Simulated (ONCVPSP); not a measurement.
# Pseudopotential generation for Te: ONCV, PBEsol

Aim: build the potential from the settings below, then test how well it stands in for the atom: other configurations, scattering, ghost states and the plane-wave cutoff that it needs.

Method: ONCVPSP 4.0.1.1 (patched build), PBEsol, scalar-relativistic.

### Step 1. Settings

The settings as typed:

| Property | Result |
| --- | --- |
| element | tellurium (Te, Z = 52) |
| type | optimised norm-conserving Vanderbilt (ONCV) |
| frozen core | [Ar] 3d10 |
| valence charge | 24 |
| reference configuration | 4s2 4p6 4d10 5s2 5p4 |
| partial waves | 4s+5s: rc 1.30 bohr, ncon 5, nbas 10, qcut 7.1 1/bohr, 3 projectors, debl 1.1 Ha; 4p+5p: rc 1.05 bohr, ncon 5, nbas 10, qcut 12.3 1/bohr, 3 projectors, debl 0.9 Ha; 4d: rc 0.90 bohr, ncon 4, nbas 7, qcut 9.3 1/bohr, 3 projectors, debl 0.5 Ha |
| local potential | polynomial inside 0.80 bohr (lpopt 3, dvloc0 0 Ha) |
| core correction | Teter function, fcfact 2.75, rcfact 1.35 |

The outer shells as boxes (Hund's rule for the drawing; the calculation is spin-unpolarised):

```
[Ar] core
3d [↑↓][↑↓][↑↓][↑↓][↑↓]
4s [↑↓]
4p [↑↓][↑↓][↑↓]
4d [↑↓][↑↓][↑↓][↑↓][↑↓]
5s [↑↓]
5p [↑↓][↑ ][↑ ]
```

An earlier all-electron run gives the scale for the radii.

All-electron outer shells of the reference configuration (PBEsol, scalar-relativistic, ld1.x):

```csv
shell,level (eV),outermost node (bohr),outermost maximum (bohr)
3p,-803.56,0.13,0.29
3d,-560.00,–,0.24
4s,-164.15,0.38,0.70
4p,-114.23,0.38,0.74
4d,-41.59,0.36,0.81
5s,-15.15,0.91,1.80
5p,-5.97,1.00,2.17
```

### Step 2. The generation run

File Te.dat:

```
# ATOM AND REFERENCE CONFIGURATION
# atsym  z   nc   nv     iexc    psfile
  Te 52.00    6    5  -116133      upf
#
#   n    l    f
    1    0    2.00
    2    0    2.00
    2    1    6.00
    3    0    2.00
    3    1    6.00
    3    2   10.00
    4    0    2.00
    4    1    6.00
    4    2   10.00
    5    0    2.00
    5    1    4.00
#
# PSEUDOPOTENTIAL AND OPTIMIZATION
# lmax
    2
#
#   l,   rc,      ep,       ncon, nbas, qcut
    0    1.30    0.00    5   10    7.10
    1    1.05    0.00    5   10   12.30
    2    0.90    0.00    4    7    9.30
#
# LOCAL POTENTIAL
# lloc, lpopt,  rc(5),   dvloc0
    4    3    0.80    0.00
#
# VANDERBILT-KLEINMAN-BYLANDER PROJECTORs
# l, nproj, debl
    0    3    1.10
    1    3    0.90
    2    3    0.50
#
# MODEL CORE CHARGE
# icmod, fcfact, rcfact
    3    2.75    1.35
#
# LOG DERIVATIVE ANALYSIS
# epsh1, epsh2, depsh
   -8.00    5.00    0.04
#
# OUTPUT GRID
# rlmax, drl
    6.00    0.01
#
# TEST CONFIGURATIONS
# ncnf
    4
# nvcnf
#   n    l    f
    5
    4    0    2.00
    4    1    6.00
    4    2   10.00
    5    0    2.00
    5    1    3.00
#
    5
    4    0    2.00
    4    1    6.00
    4    2   10.00
    5    0    2.00
    5    1    2.00
#
    5
    4    0    2.00
    4    1    6.00
    4    2   10.00
    5    0    2.00
    5    1    1.00
#
    5
    4    0    2.00
    4    1    6.00
    4    2   10.00
    5    0    0.00
    5    1    6.00
#
```

Started as:

```bash
$ oncvpsp.x < Te.dat > Te.out
```

Q: Predict the outcome of this session. Wanted: cutoffs for 1 and 0.1 mHa per electron, occupied waves; bound ghosts; GHOST(+) flags; largest test error; largest phase difference near zero energy, channels read; rms error of d²Exc/dn², without and with the model core; projector energies reset by the program.

The runs gave:

```
                                                quantity                                                  value
  cutoffs for 1 and 0.1 mHa per electron, occupied waves                                       89 Ha and 195 Ha
                                            bound ghosts                      s at -3723.54 eV, d at -354.71 eV
                                          GHOST(+) flags  s at 645 eV, s at 1924 eV, s at 3521 eV, d at 2482 eV
                            largest test error (AE − PS)                      -14 meV, for 4s2 4p6 4d10 5s0 5p6
largest phase difference near zero energy, channels read                                              0.000 rad
 rms error of d²Exc/dn², without and with the model core                                      3.69 and 0.76 mHa
                 projector energies reset by the program                             d: -1.528, 0.250, 0.750 Ha
```

What this shows: It has a bound ghost (s, d), a state that the atom doesn't have, and that rules the file out. The worst unpolarised test, 4s2 4p6 4d10 5s0 5p6, is off by 14 meV on 18.8 eV; by total energies transferability rates as good. Atomic tests can pass in spite of a ghost, since they solve only for the levels asked. The potential is very hard: the looser tolerance needs 89 Ha. At the looser tolerance the 4d wave is the slowest; 4p needs 63 Ha. Near zero energy the phases of the channels with partial waves agree within 0.001 rad. The program also flags highly localised states, GHOST(+) (s, d).
